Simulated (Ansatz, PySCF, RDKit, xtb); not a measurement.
**SiN2H2F: a search for the lowest isomer**

Only the formula SiN2H2F is given (odd number of electrons). Aim: find the structure of lowest free energy at 298.15 K, then its properties.

The funnel: GFN2-xTB relaxations, single points with a density functional, relaxations at PBE0-D3(BJ)/def2-SVP, harmonic vibrations, and a last energy at a higher level. All values are calculated.

7 further runs of the same task are left out: 7 set aside as unsound or not needed.

**1. Candidates**

All bonding patterns within simple valence rules are listed by program: one Lewis structure each, at most two rings and one unusual centre or charged pair. O–O, O–halogen and N–halogen bonds and N–N–N chains are not drawn. That gives 12 candidates.

```
label              SMILES     spin
 c065        F[SiH]1[N]N1  doublet
 c075          N/N=[Si]/F  doublet
 c204        [N]=N[SiH2]F  doublet
 c357       [NH][Si](=N)F  doublet
 c398   F[Si]1[N-][NH2+]1  doublet
 c445  [NH-]/[NH+]=[Si]\F  doublet
 c641  [NH-]/[NH+]=[Si]/F  doublet
 c667    [N-]=[NH+][SiH]F  doublet
 c686           N=N[SiH]F  doublet
 c694           F[Si]1NN1  doublet
 c831          N/N=[Si]\F  doublet
 c836        [N]=[Si](N)F  doublet
```

Candidates are built by distance geometry, with a force field where one applies, in up to four conformers (letters a to d). 4 starts with atoms placed at random are added, to find patterns that the rules miss.

Q: Predict the outcome of this search (final energies at CCSD(T)/def2-SVP + MP2/def2-TZVPP - MP2/def2-SVP).

| quantity | value |
| --- | --- |
| lowest structure found | [N]=N[SiH2]F, doublet, C1 |
| next finalist | [NH-]/[NH+]=[Si]\F, doublet, 23.5 kcal/mol higher in G |
| share at equilibrium, among the finalists | 100.0 % |
| harmonic wavenumbers, lowest and highest (PBE0-D3(BJ)/def2-SVP) | 85 and 2311 cm⁻¹ |
| rotational constants, same geometry | 0.6435, 0.1196, 0.1068 cm⁻¹ |
| dipole moment (PBE0/def2-TZVPD) | 2.11 D |
| HOMO energy (highest over α and β) (PBE0/def2-TZVPD) | -5.55 eV |
| LUMO energy (lowest over α and β) (PBE0/def2-TZVPD) | -1.90 eV |
| lowest excitation (TD-CAM-B3LYP/def2-SVPD) | 0.90 eV (f = 0.000) |
| strongest of the states computed, same level | 5.80 eV (f = 0.068) |
| vertical ionisation energy (to the singlet cation) | 8.20 eV |
| vertical electron affinity | -0.39 eV (unbound: the value depends on the basis) |
| vertical quartet less doublet | +5.64 eV |

The lowest structure found is `[N]=N[SiH2]F`. Among the finalists first place is clear (23.5 kcal/mol); structures outside the list aren't covered. HF/STO-3G, r2SCAN-D4/def2-SVP, PBE0-D3(BJ)/def2-SVP, HF/def2-SVP and MP2/def2-SVP already put its bonding pattern lowest among the structures in one piece; GFN2-xTB favours the doublet [NH][Si](=N)F (c357b, not a finalist). One minimum inside the window was never screened. The stability test raises a flag; for an open shell a flag towards a general spinor solution can be the free rotation of the spin. The search is not exhaustive (a finite list of starts, one conformer a finalist), so a lower isomer can't be ruled out. Patterns outside the rules of the enumeration were met only by chance.
